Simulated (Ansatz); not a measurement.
Relaxation of a periodic cell of 17 atoms, Si (host Si, host structure diamond, interstitial Si), to a largest force component of 0.03 eV/Å in at most 60 steps.

Theory: DFT PBE, scalar-relativistic, plane waves, PAW in Ansatz. Settings: PAW set soft_1, cutoff 420 eV, k mesh 2x2x2, gaussian smearing 0.02 eV, no spin polarisation.

```xyz
17
Lattice="0.0000 5.4300 5.4300 5.4300 0.0000 5.4300 5.4300 5.4300 0.0000" Properties=species:S:1:pos:R:3
Si 0.000 0.000 0.000
Si 1.357 1.357 1.357
Si 2.715 2.715 0.000
Si 4.072 4.072 1.357
Si 2.715 0.000 2.715
Si 4.072 1.357 4.072
Si 5.430 2.715 2.715
Si 6.787 4.072 4.072
Si 0.000 2.715 2.715
Si 1.357 4.072 4.072
Si 2.715 5.430 2.715
Si 4.072 6.787 4.072
Si 2.715 2.715 5.430
Si 4.072 4.072 6.787
Si 5.430 5.430 5.430
Si 6.787 6.787 6.787
Si 1.398 4.088 1.350
```

Task: Where does it end, and by what steps?

Result: It converged. The force dipped under the threshold on the way, but the program's further checks kept it going. After 3 steps the energy has fallen by 0.130 eV; Si11 moved furthest, 0.04 Å.

| step | energy less start (eV) | largest force component (eV/Å) | accepted |
| --- | --- | --- | --- |
| 0 | 0.0000 | 0.640 | yes |
| 1 | -0.1156 | 0.211 | yes |
| 2 | -0.1296 | 0.024 | yes |
| 3 | -0.1296 | 0.024 | yes |

```xyz
17
Lattice="0.0000 5.4300 5.4300 5.4300 0.0000 5.4300 5.4300 5.4300 0.0000" Properties=species:S:1:pos:R:3
Si -0.003 0.005 -0.005
Si 1.360 1.325 1.356
Si 2.742 2.691 -0.025
Si 4.108 4.073 1.358
Si 2.720 0.004 2.718
Si 4.072 1.357 4.073
Si 5.426 2.710 2.720
Si 6.789 4.072 4.039
Si -0.019 2.695 2.735
Si 1.360 4.075 4.106
Si 2.742 5.456 2.740
Si 4.079 6.790 4.071
Si 2.720 2.712 5.426
Si 4.040 4.074 6.787
Si 5.409 5.453 5.407
Si 6.789 6.822 6.789
Si 1.364 4.075 1.356
```

Whether the end is a true minimum wasn't checked by a vibrational analysis.

The run took 18 s on 1 thread of Arm Neoverse V1 (shared host), peak memory 0.49 GiB.
